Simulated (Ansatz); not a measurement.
# SiH₄Se (SMILES [SiH3][SeH]): one structure at several levels

The task here is to estimate one member of a computed series from the others.

Computed with Ansatz 0.2.0, Gaussian basis. Level: single points in def2-TZVPP.

Cores are frozen in the correlated methods. Filled d shells of the heavier atoms are correlated.

**The system as given**

SMILES `[SiH3][SeH]`, 6 atoms, charge 0, spin multiplicity 1.

Atoms are counted from 1 here; the program's logs count them from 0.

Bond lengths: Si1–Se2 2.385 Å, Si1–H3 1.554 Å, Si1–H4 1.553 Å, Si1–H5 1.512 Å, Se2–H6 1.448 Å. Angles: Se2–Si1–H3 107.2°, Se2–Si1–H4 101.6°, Se2–Si1–H5 101.0°, H3–Si1–H4 112.9°, H3–Si1–H5 116.4°, H4–Si1–H5 115.4°, Si1–Se2–H6 86.8°.

Geometry (Å):

```xyz
6

Si   -0.32950   -0.22470   -0.51640
Se    0.91400   -0.17540    1.51840
H    -1.72520    0.38840   -0.21560
H    -0.38870   -1.74940   -0.80800
H     0.57450    0.57510   -1.42650
H     0.69190    1.25550    1.52600
```

Set-up of the first run:

run/in.yaml reads:

```yaml
crystal:
  periodic: [false, false, false]
  atoms:
    - {symbol: Si, position_ang: [-0.329500, -0.224700, -0.516400]}
    - {symbol: Se, position_ang: [0.914000, -0.175400, 1.518400]}
    - {symbol: H, position_ang: [-1.725200, 0.388400, -0.215600]}
    - {symbol: H, position_ang: [-0.388700, -1.749400, -0.808000]}
    - {symbol: H, position_ang: [0.574500, 0.575100, -1.426500]}
    - {symbol: H, position_ang: [0.691900, 1.255500, 1.526000]}
basis:
  gaussian: {orbitals: def2-TZVPP}
correlation: {method: ccsd_t}
output: {forces: true}
```

The command line of these runs was not kept.

Steps of the session up to this table: CCSD(T)/def2-TZVPP; PBE0-D4/def2-TZVPP; wB97M-V/def2-TZVPP; r2SCAN-D4/def2-TZVPP; PBE-D4/def2-TZVPP; B97M-V/def2-TZVPP; BHLYP-D4/def2-TZVPP.

One of the session's tables, all rows but one given; the rest of the session is left out.

```
   method  RMS force component (eV/Å)  angle to CCSD(T) forces (°)  dipole (D)
  CCSD(T)                       0.643                    reference        1.62
  PBE0-D4                       0.625                          4.6        1.58
  wB97M-V                       0.669                          2.4        1.63
r2SCAN-D4                       0.616                          3.6        1.57
   PBE-D4                       0.565                         16.0        1.44
   B97M-V                       0.639                          4.9        1.38
 BHLYP-D4                           ?                            ?           ?
```

Q: Estimate the row for BHLYP-D4 from the others.

As computed: RMS force component (eV/Å): 0.694; angle to CCSD(T) forces (°): 6.5; dipole (D): 1.71. In the column «RMS force component (eV/Å)» it is the highest.

Caveats from the session: CCSD(T) in triple zeta still lacks some correlation energy of the bonds, so part of these gaps is its own basis error and they don't rank the functionals.
